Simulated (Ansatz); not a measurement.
**BeGaH (singlet): r2SCANh, CAM-B3LYP, wB97M-V over a scan of the angle Ga1–Be2–H3, 6-31G**

How well do these functionals follow the top wave-function level for BeGaH (singlet) over a scan of the angle Ga1–Be2–H3?

Program: Ansatz 0.2.0, Gaussian basis. Level of theory: 6-31G, all electrons in the functionals. These are calculated values, not measurements.

The runs, in order: r2SCANh, CAM-B3LYP, wB97M-V, at 73.1°; 85.4°; 105.4°; 122.3°; 143.8°; 161.3°; 180.0°.

17 further runs of the same task are left out: 14 that didn't finish, 3 set aside as unsound or not needed. Runs told in other sessions of the task aren't counted.

## Step 1: What is computed

The geometry derives from a PBE0/def2-TZVP stationary point (not a proven minimum). One angle is set to the value named; bond lengths are kept. No spin-orbit coupling is included. The filled d shell of Ga may be among the frozen orbitals whatever the setting's name suggests.

3 atoms, charge 0, spin multiplicity 1.

Atoms are counted from 1 here; the program's logs count them from 0.

Bond lengths: Be2–H3 1.359 Å.

No dispersion term is added; wB97M-V holds VV10 nonlocal correlation.

The geometry shown and the zero of energy belong to the point 180.0°. The yardstick, FCI, and other wave-function levels (R restricted, U unrestricted, valence and pair active spaces) come from earlier runs.

## Step 2: r2SCANh, 73.1°

in.yaml

```yaml
crystal:
  periodic: [false, false, false]
  atoms:
    - {symbol: Ga, position_ang: [0.240936, 0.000000, 0.199074]}
    - {symbol: Be, position_ang: [-1.786357, 0.000000, -1.303784]}
    - {symbol: H, position_ang: [-0.694324, 0.000000, -2.113321]}
basis:
  gaussian: {orbitals: 6-31G}
magnetization: {spin_polarized: true, initial_magnetization: 0}
hamiltonian: {xc: {name: r2SCANh}}
```

The run is started by

```
$ ansatz run in.yaml --threads 1 --pin off --events-out ev --progress --plain --max-ram 2393MiB
```

The runs that follow: r2SCANh, 85.4°; r2SCANh, 105.4°; r2SCANh, 122.3°; r2SCANh, 143.8°; r2SCANh, 161.3°; r2SCANh, 180.0°; CAM-B3LYP, 73.1°; CAM-B3LYP, 85.4°; CAM-B3LYP, 105.4°; CAM-B3LYP, 122.3°; CAM-B3LYP, 143.8°; CAM-B3LYP, 161.3°; CAM-B3LYP, 180.0°; wB97M-V, 73.1°; wB97M-V, 85.4°; wB97M-V, 105.4°; wB97M-V, 122.3°; wB97M-V, 143.8°; wB97M-V, 161.3°; wB97M-V, 180.0°.

**Question.** What will the summary of the whole plan be? Wanted: span of the FCI curve; largest miss, r2SCANh; largest miss, CAM-B3LYP; largest miss, wB97M-V.

As calculated:

```
               quantity                   value
  span of the FCI curve           16.9 kcal/mol
  largest miss, r2SCANh  +1.0 kcal/mol (122.3°)
largest miss, CAM-B3LYP   +5.2 kcal/mol (73.1°)
  largest miss, wB97M-V   +6.7 kcal/mol (73.1°)
```

**Reading.** Of the functionals, r2SCANh keep the smallest largest miss at the points compared (at most 1.0 kcal/mol) and wB97M-V strays most (6.7 kcal/mol, at 73.1°). r2SCANh, CAM-B3LYP clearly break the spin symmetry at some points (⟨S²⟩ up to 0.53 above the pure value), so energy there is bought with a mixed spin. Functionals and the yardstick converge differently with the basis, so part of each miss in 6-31G is the basis.
